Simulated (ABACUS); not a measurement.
NaLaMnMoO6:

```xyz
20
Lattice="5.5573 0.0000 0.0005 0.0000 5.5979 0.0000 -0.0629 0.0000 8.0246" Properties=species:S:1:pos:R:3 pbc="T T T"
Na    4.1371    2.8870    4.0066
Na    1.3574    0.0880    4.0185
La    1.3662    5.3682    8.0197
La    4.1282    2.5692    0.0054
Mn    1.3603    2.7297    2.0550
Mn    4.1342    5.5286    5.9702
Mo    4.1820    5.5792    2.1743
Mo    1.3124    2.7803    5.8509
O     3.7112    5.4765    3.9373
O     0.1716    4.5353    2.2249
O     5.1703    1.6184    2.2495
O     2.6448    1.1737    1.5989
O     3.0125    4.1180    1.6116
O     4.6099    0.1018    0.0319
O     1.7833    2.6775    4.0878
O     5.3228    1.7363    5.8002
O     0.3241    4.4173    5.7757
O     2.8496    3.9726    6.4262
O     2.4819    1.3190    6.4136
O     0.8845    2.9007    7.9933
```

The cell was built by a generator and needn't be a form met in nature.

Program: ABACUS 3.10.1. Alike in all runs: task single point; spin collinear, ferromagnetic start; cell as given; smearing fermi-dirac 0.05 eV.

Order these runs on this cell by their band gap on the k mesh, lowest first.
A. level HCTH407; potentials or basis GBRV ultrasoft 1.5 PBE, plane waves; k mesh 3 × 3 × 3; cutoff (eV) 544; radial cutoff of the potentials (pseudo_rcut) 10 bohr; SCF threshold on the density 1e-08; eigensolver dav
B. level PBE; potentials or basis PseudoDojo NC SR 0.4.1 PBE standard, plane waves; k mesh 5 × 5 × 4; cutoff (eV) 1510; radial cutoff of the potentials (pseudo_rcut) 7 bohr; SCF threshold on the density 1e-08; eigensolver dav
C. level r2SCAN; potentials or basis SG15 ONCV 1.2 PBE, DZP LCAO (the cutoffs set its grid); k mesh 3 × 3 × 2; cutoff (eV) 1510; radial cutoff of the potentials (pseudo_rcut) 7 bohr; SCF threshold on the density 1e-07; eigensolver genelpa

B (0.19 eV), A (0.55 eV), C (0.76 eV).

Caveats: spin-orbit coupling is left out, which moves the levels of the heavy elements; an odd mesh through Γ misses points on the zone boundary, where band edges often lie; only a ferromagnetic start was run, and an antiferromagnetic order may lie lower in energy; there are fewer bands than atomic start orbitals, so a level may be missed at k points of high symmetry (some runs); the atomic orbitals were generated for these runs and aren't a published set (some runs); the basis of atomic orbitals isn't converged, which shifts pressures, moduli and gaps (some runs).
